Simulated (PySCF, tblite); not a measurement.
# CH9FGe2N2: geometry, infrared bands and NMR shifts

Wanted: the infrared bands and NMR shifts of CH9FGe2N2 (`C[NH][GeH2][NH][GeH2][F]`), by calculation.

Computed with tblite 0.8.0 and PySCF 2.14.0, with density-fitted response routines of our own, on a single molecule in the gas phase. Atoms count from 0, in the outputs and in this text.

### 1 The molecule as given

15 atoms, charge 0, multiplicity 1; geometry from: force field or distance geometry start.

Bonds of the start (Å): C0–N1 1.40, N1–Ge2 1.82, Ge2–N3 1.80, N3–Ge4 1.80, Ge4–F5 1.76, C0–H6 1.11, C0–H7 1.11, C0–H8 1.12, N1–H9 1.01, Ge2–H10 1.57, Ge2–H11 1.56, N3–H12 1.02, Ge4–H13 1.56, Ge4–H14 1.57.

### 2 Optimising the geometry with GFN2-xTB

The job: settings as JSON, then the geometry in Å.

```
{"job": {"kind": "relax", "xc": "GFN2-xTB", "basis": "xTB"}, "charge": 0, "multiplicity": 1}
C     -2.483500     0.213000    -0.149100
N     -1.119500     0.383800    -0.397400
Ge    -0.050900    -1.077400    -0.564000
N      1.714000    -0.817600    -0.337100
Ge     2.336100     0.830500     0.022000
F      1.708500     1.475300     1.534200
H     -3.148500     1.016200    -0.526300
H     -2.816300    -0.741500    -0.611400
H     -2.709100     0.103600     0.938000
H     -0.746200     1.309000    -0.549800
H     -0.312900    -1.716800    -1.969800
H     -0.549800    -2.153300     0.456500
H      2.353400    -1.605800    -0.424700
H      3.895100     0.899400     0.116600
H      1.925100     1.889500    -1.065200
```

Started as:

```
OMP_NUM_THREADS=1 python probes_run.py task.json out
```

The driver reads the jobs from task.json and runs them one after another.

**Question.** This job is followed by: GFN2-xTB harmonic vibrations, gas phase; GIAO PBE0/pcSseg-1 NMR shielding, non-relativistic, gas phase. What will the session give for the following? strongest single infrared mode (GFN2-xTB); zero-point energy (GFN2-xTB); ¹³C shifts against TMS (PBE0/pcSseg-1); ¹H shifts against TMS (PBE0/pcSseg-1, means over atoms taken as alike); ¹⁵N shifts against NH3 (PBE0/pcSseg-1); ⁷³Ge shifts against GeMe4 (PBE0/pcSseg-1); ¹⁹F shifts against CFCl3 (PBE0/pcSseg-1).

As calculated:

| quantity | value |
| --- | --- |
| strongest single infrared mode (GFN2-xTB) | 1812 cm⁻¹, 454 km/mol |
| zero-point energy (GFN2-xTB) | 61.2 kcal/mol |
| ¹³C shifts against TMS (PBE0/pcSseg-1) | 32.8 ppm |
| ¹H shifts against TMS (PBE0/pcSseg-1, means over atoms taken as alike) | 5.47, 5.31, 2.87, 1.03, 0.09 ppm |
| ¹⁵N shifts against NH3 (PBE0/pcSseg-1) | 34.8, 21.5 ppm |
| ⁷³Ge shifts against GeMe4 (PBE0/pcSseg-1) | 10, -21 ppm |
| ¹⁹F shifts against CFCl3 (PBE0/pcSseg-1) | -186.8 ppm |

**Reading.** The optimisation took 130 steps and gained 0.533 eV; among the close pairs (by a distance rule), Ge4–H14 changed most, from 1.572 to 1.487 Å. All 39 modes are real, so the xTB geometry is a minimum. The strongest single mode, at 1812 cm⁻¹, moves mainly H11. GFN2-xTB is a fitted tight-binding method: band positions and strengths are rough. Its intensities can rank the bands wrongly. At PBE0/pcSseg-1: The largest span, 211 ppm, is at Ge4, where the paramagnetic term is -1435 ppm. Spin-orbit coupling is left out, which matters for shieldings and couplings at and beside the heavy atoms.
